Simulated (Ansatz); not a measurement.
# C2H4F2 (1,1-difluoroethane) at CCSD(T)/6-311+G(d,p)

What is the electronic atomisation energy of C2H4F2 (1,1-difluoroethane) at CCSD(T)/6-311+G**? 

The calculation is run with Ansatz 0.2.0.

55 further runs of the same task are left out: 55 set aside as unsound or not needed.

## 1. The system as given

C2H4F2 has 8 atoms, charge 0, and is taken as a singlet. As SMILES, `CC(F)F`. The coordinates come from a PBE0-D4/def2-TZVP relaxation.

Bond lengths: C1–C2 1.497 Å, C2–F3 1.361 Å, C2–F4 1.361 Å, C1–H5 1.091 Å, C1–H6 1.091 Å, C1–H7 1.090 Å, C2–H8 1.095 Å. Some angles: C1–C2–F3 110.3°, C1–C2–F4 110.3°, F3–C2–F4 107.0°, C1–C2–H8 114.0°, F3–C2–H8 107.5°, F4–C2–H8 107.5°, C2–C1–H5 109.4°, C2–C1–H6 109.9°, C2–C1–H7 109.9°, H5–C1–H6 109.3°.

## 2. A single-point energy at CCSD(T)/6-311+G(d,p)

molecule.yaml

```yaml
crystal:
  periodic: [false, false, false]
  atoms:
    - symbol: C
      position_ang: [0.003300, 0.777600, 0.023300]
    - symbol: C
      position_ang: [-0.052000, -0.718200, -0.008200]
    - symbol: F
      position_ang: [0.925500, -1.243400, 0.779100]
    - symbol: F
      position_ang: [0.168200, -1.172100, -1.271900]
    - symbol: H
      position_ang: [0.981400, 1.111900, -0.325400]
    - symbol: H
      position_ang: [-0.157200, 1.132800, 1.041800]
    - symbol: H
      position_ang: [-0.771000, 1.190600, -0.624000]
    - symbol: H
      position_ang: [-1.006100, -1.136400, 0.329500]
basis:
  gaussian: {orbitals: 6-311+G_st__st_.json}
correlation: {method: ccsd_t, frozen_orbitals: {C: 1, F: 1, H: 0}}
scf: {omitted_lower_state_checks: [cluster_reference, increment]}
accuracy: high
```

The basis set 6-311+G** is read from a file made from the Basis Set Exchange's data (not shown).

On the command line:

```console
$ ansatz run molecule.yaml --threads 1 --pin off --max-ram 3480MiB --events-out events.jsonl --progress --plain --runs-dir runs
```

The log of the run:

```text
Warning: RAYON_NUM_THREADS=1 ignored (pool sized by the plan → 1); use --threads N
[... 11 lines left out ...]
4 core orbitals not correlated: weight in the atoms' cores, before any rotation towards them, 1.000 or more for the frozen orbitals, at most 0.000 for the correlated occupied ones
[... 23 lines left out ...]
Total energy: -7558.94253056 eV, -277.7860143628 hartree
Checks for a lower state left out: cluster_reference, increment
```

It took 67 s on 1 thread of Arm Neoverse V1, shared host; peak memory 1 GiB.

## 3. The C atom

in.yaml

```yaml
crystal:
  periodic: [false, false, false]
  atoms:
    - {symbol: C, position_ang: [0.000000, 0.000000, 0.000000]}
basis:
  gaussian:
    orbitals: 6-311+G_st__st_.json
total_charge: 0
magnetization:
  spin_polarized: true
  initial_magnetization: 2
correlation:
  method: ccsd_t
  frozen_orbitals: {C: 1}
accuracy: high
scf:
  omitted_lower_state_checks: [cluster_reference, increment]
```

The basis set 6-311+G** is read from a file made from the Basis Set Exchange's data (not shown).

Run the same way, it converges to -37.76764 Eh (log not shown).

## 4. The F atom

job.yaml

```yaml
crystal:
  periodic: [false, false, false]
  atoms:
    - {symbol: F, position_ang: [0.000000, 0.000000, 0.000000]}
basis:
  gaussian:
    orbitals: 6-311+G_st__st_.json
magnetization:
  spin_polarized: true
  initial_magnetization: 1
correlation:
  method: ccsd_t
  frozen_orbitals: {F: 1}
accuracy: high
scf:
  omitted_lower_state_checks: [cluster_reference, increment]
```

The basis set 6-311+G** is read from a file made from the Basis Set Exchange's data (not shown).

On the command line:

```console
$ ansatz run job.yaml --threads 1 --pin off --max-ram 3480MiB --events-out events.jsonl --progress --plain --runs-dir runs
```

The log of the run:

```text
Warning: RAYON_NUM_THREADS=1 ignored (pool sized by the plan → 1); use --threads N
[... 13 lines left out ...]
1 core orbitals not correlated: weight in the atoms' cores, before any rotation towards them, 1.000 or more for the frozen orbitals, at most 0.000 for the correlated occupied ones
[... 21 lines left out ...]
Total energy: -2709.48075246 eV, -99.5715811009 hartree
Checks for a lower state left out: cluster_reference, increment
```

It took 0.36 s on 1 thread of Arm Neoverse V1, shared host.

## 5. The H atom: a single-point energy at UHF/6-311+G(d,p)

molecule.yaml

```yaml
crystal:
  periodic: [false, false, false]
  atoms:
    - symbol: H
      position_ang: [0.000000, 0.000000, 0.000000]
basis:
  gaussian:
    orbitals: 6-311+G_st__st_.json
magnetization:
  spin_polarized: true
  initial_magnetization: 1
hamiltonian:
  xc: hf
accuracy: high
```

The basis set 6-311+G** is read from a file made from the Basis Set Exchange's data (not shown).

Run the same way, it converges to -0.49981 Eh (log not shown).

## 6. What came out

At CCSD(T)/6-311+G**, 4 core orbitals frozen:

| quantity | value |
| --- | --- |
| molecule: total energy | -277.78601 Eh |
| molecule: correlation energy (4 core orbitals frozen) | -756.4 mEh |
| molecule: (T) correction | -20.55 mEh |
| molecule: T1 diagnostic | 0.012 |
| C atom: total energy | -37.76764 Eh |
| C atom: correlation energy (1 core orbital frozen) | -78.1 mEh |
| C atom: (T) correction | -1.14 mEh |
| C atom: ⟨S²⟩ of the reference determinant | 2.008 |
| C atom: T1 diagnostic | 0.008 |
| F atom: total energy | -99.57158 Eh |
| F atom: correlation energy (1 core orbital frozen) | -171.7 mEh |
| F atom: (T) correction | -2.07 mEh |
| F atom: ⟨S²⟩ of the reference determinant | 0.753 |
| F atom: T1 diagnostic | 0.008 |
| H atom: total energy | -0.49981 Eh |
| H atom: ⟨S²⟩ | 0.750 |
| electronic atomisation energy | 30.159 eV |

**Reading.** Taking the molecule apart into free atoms costs 30.16 eV (695 kcal/mol), before zero-point energy and without spin-orbit coupling. The triples (molecule) make up 2.7 % of the correlation energy. The triples (C atom) make up 1.5 % of the correlation energy. The triples (F atom) make up 1.2 % of the correlation energy.
